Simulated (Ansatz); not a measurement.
# SnOS: the band gap up the ladder of functionals

The task here is to estimate one member of a computed series from the others.

Program: Ansatz 0.2.0. PAW datasets, plane waves. The calculation is spin-unpolarised, and the structure need not be a phase that has been made.

### The cell

The cell was relaxed beforehand with r2SCAN.

In-plane lattice: a = 3.427 Å, b = 3.427 Å, γ = 120.0°; thickness between the outer nuclei 2.44 Å. Near Sn stand 3 O at 2.18 Å and 3 S at 2.50 Å; near O stand 3 Sn at 2.18 Å; near S stand 3 Sn at 2.50 Å.

The structure in full:

```
CELL_PARAMETERS angstrom
3.42727 0.00000 0.00000
-1.71363 2.96810 0.00000
0.00000 0.00000 29.11079
ATOMIC_POSITIONS crystal
Sn 0.00000 0.00000 0.31604
O 0.33333 0.66667 0.34767
S 0.66667 0.33333 0.26378
```
Periodic in the plane only; c spans the vacuum.

Set-up of the first run:

The input, input.yaml:

```yaml
crystal:
  lattice:
    - [3.4272658752, 0.0, 0.0]
    - [-1.7136329376, 2.9680993135, 0.0]
    - [0.0, 0.0, 29.1107887816]
  atoms:
    - { symbol: Sn, position: [0.0, 0.0, 0.3160354285] }
    - { symbol: O, position: [0.3333333333, 0.6666666667, 0.3476726641] }
    - { symbol: S, position: [0.6666666667, 0.3333333333, 0.2637830929] }
  periodic: [true, true, false]
kpoints:
  mp_grid: { grid: [12, 12, 1] }
  band_path:
    path:
      - [0, 0, 0]
      - [0.5, 0, 0]
      - [0.3333333333333, 0.3333333333333, 0]
      - [0, 0, 0]
    npoints: 10
hamiltonian:
  xc: pbe
scf:
  occupations: { method: fermi_dirac, width: 0.02 }
  n_extra_bands: 4
output:
  forces: true
  stress: true
  eigenvalues: true
```

On the command line:

```
$ ansatz run input.yaml --threads 2 --pin off --max-ram 20275MiB --backend cpu --events-out ev --progress --plain --runs-dir out
```

Steps of the session up to this table: PBE band path; r2SCAN; HSE06 at the same geometry; Single point with PBE+SOC; Single point with PBE0; Single point with LDA; HSE06+SOC; Single point with r2SCAN0; Single point with Hartree-Fock.

One of the session's tables, all rows but one given; the rest of the session is left out.

| level | gap (eV) |
| --- | --- |
| PBE | 0.91 |
| r2SCAN | 1.27 |
| HSE06 | 1.80 |
| PBE+SOC | 0.87 |
| PBE0 | 2.50 |
| LDA | 0.76 |
| HSE06+SOC | ? |
| r2SCAN0 | 2.75 |
| Hartree-Fock | 7.88 |

**Question.** Estimate the row for HSE06+SOC.

The run gave: gap (eV): 1.75. In the column «gap (eV)» it lies between r2SCAN (1.27) and HSE06 (1.80).

Meshes: PBE 12×12×1, r2SCAN 12×12×1, HSE06 6×6×1, PBE+SOC 12×12×1, PBE0 6×6×1, LDA 12×12×1, HSE06+SOC 6×6×1, r2SCAN0 6×6×1, Hartree-Fock 6×6×1

Against HSE06, PBE is short by 0.89 eV, at 50 % of it, and r2SCAN 71 %. PBE0 lies 0.70 eV above HSE06, which differs from it by screening the long-range exchange.

To keep in mind: Warnings in the runs' records: stress scf threshold loose, stress exchange threshold loose, xc potential rough in thin density.
